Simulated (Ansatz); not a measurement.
# (110) superlattice of 1 and 3 atomic planes of GaAs and GaP, in-plane a of GaAs, 8 atoms

Aim: a base single point, then the same cell under other settings, to see what each one moves.

Method: density functional theory in Ansatz 0.2.0, PAW datasets, plane waves.

1 further run of the same task is left out (it didn't finish).

## 1. The system as built

8 atoms (4 Ga, 3 P, 1 As); a = 4.002 Å, b = 5.660 Å, c = 7.593 Å, α = 90.00°, β = 90.00°, γ = 90.00°. All atoms were shaken off their sites by about 0.07 Å along each axis.

As a file:

```
Ga P As
1.0
     2.83000   -2.83000    0.00000
     0.00000    0.00000    5.66000
    -5.36927   -5.36927    0.00000
Ga P As
4 3 1
Direct
  0.02203 0.99981 0.00229
  0.99281 0.01361 0.50592
  0.48323 0.50744 0.76435
  0.50775 0.50245 0.26475
  0.99208 0.26109 0.75903
  0.00998 0.23903 0.26248
  0.48507 0.73188 0.50850
  0.48450 0.74382 0.99887
```

## 2. PBEsol on the given atoms

in.yaml

```yaml
crystal:
  lattice:
    - [2.830000, -2.830000, 0.000000]
    - [0.000000, 0.000000, 5.660000]
    - [-5.369265, -5.369265, 0.000000]
  atoms:
    - { symbol: Ga, position: [0.022030, 0.999809, 0.002287] }
    - { symbol: Ga, position: [0.992813, 0.013605, 0.505922] }
    - { symbol: Ga, position: [0.483228, 0.507442, 0.764346] }
    - { symbol: Ga, position: [0.507755, 0.502445, 0.264745] }
    - { symbol: P, position: [0.992075, 0.261085, 0.759034] }
    - { symbol: P, position: [0.009982, 0.239034, 0.262481] }
    - { symbol: P, position: [0.485065, 0.731881, 0.508497] }
    - { symbol: As, position: [0.484502, 0.743821, 0.998873] }
kpoints:
  mp_grid: { grid: [4, 3, 2] }
hamiltonian:
  xc: pbesol
scf:
  occupations: { method: fermi_dirac, width: 0.01 }
output:
  forces: true
  eigenvalues: true
  stress: true
  populations: true
```

On the command line:

```bash
ansatz run in.yaml --threads 8 --pin off --max-ram 13300MiB --runs-dir r --events-out ev --progress --plain
```

## 3. Variant: density threshold 1e-05 eV

in.yaml: that of step 2 with these lines changed.

```diff
@@ -20,2 +20,4 @@
   occupations: { method: fermi_dirac, width: 0.01 }
+  max_iter: 80
+  convergence: { dr2_threshold: 1e-05 }
 output:
@@ -24,2 +26 @@
   stress: true
-  populations: true
```

## 4. Changed settings: 1 extra band

in.yaml: that of step 3 with these lines changed.

```diff
@@ -20,4 +20,4 @@
   occupations: { method: fermi_dirac, width: 0.01 }
-  max_iter: 80
-  convergence: { dr2_threshold: 1e-05 }
+  max_iter: 60
+  n_extra_bands: 1
 output:
```

## 5. Changed settings: mixing beta 0.4

in.yaml: that of step 4 with these lines changed.

```diff
@@ -20,4 +20,4 @@
   occupations: { method: fermi_dirac, width: 0.01 }
-  max_iter: 60
-  n_extra_bands: 1
+  max_iter: 90
+  mixing: { beta: 0.4 }
 output:
```

## 6. Variant: starting moment 8 μB

in.yaml: that of step 5 with these lines changed.

```diff
@@ -18,6 +18,8 @@
   xc: pbesol
+magnetization:
+  spin_polarized: true
+  initial_magnetization: 8
 scf:
   occupations: { method: fermi_dirac, width: 0.01 }
-  max_iter: 90
-  mixing: { beta: 0.4 }
+  max_iter: 60
 output:
```

**Question.** What will these runs give? Wanted: for each run, settings; status; energy from base; forces from base.

As calculated:

| settings | status | cycles | time | energy from base (meV/atom) | forces from base (eV/Å rms) | filled to empty level on the mesh (eV) |
| --- | --- | --- | --- | --- | --- | --- |
| base | converged | 7 | 2.5 s (8 CPU threads) | 0 | 0 | 0.93 |
| density threshold 1e-05 eV | converged | 6 | 1.9 s (8 CPU threads) | 0.0 | 0.000 | 0.93 |
| 1 extra band | converged | 7 | 1.9 s (8 CPU threads) | 0.0 | 0.000 | 0.93 |
| mixing beta 0.4 | converged | 8 | 2.2 s (8 CPU threads) | 0.0 | 0.000 | 0.93 |
| starting moment 8 μB | converged | 16 | 7.9 s (8 CPU threads) | 0.0 | 0.000 | 0.93 |

**Reading.** Among these variants the forces move most with density threshold 1e-05 eV (0.000 eV/Å rms).
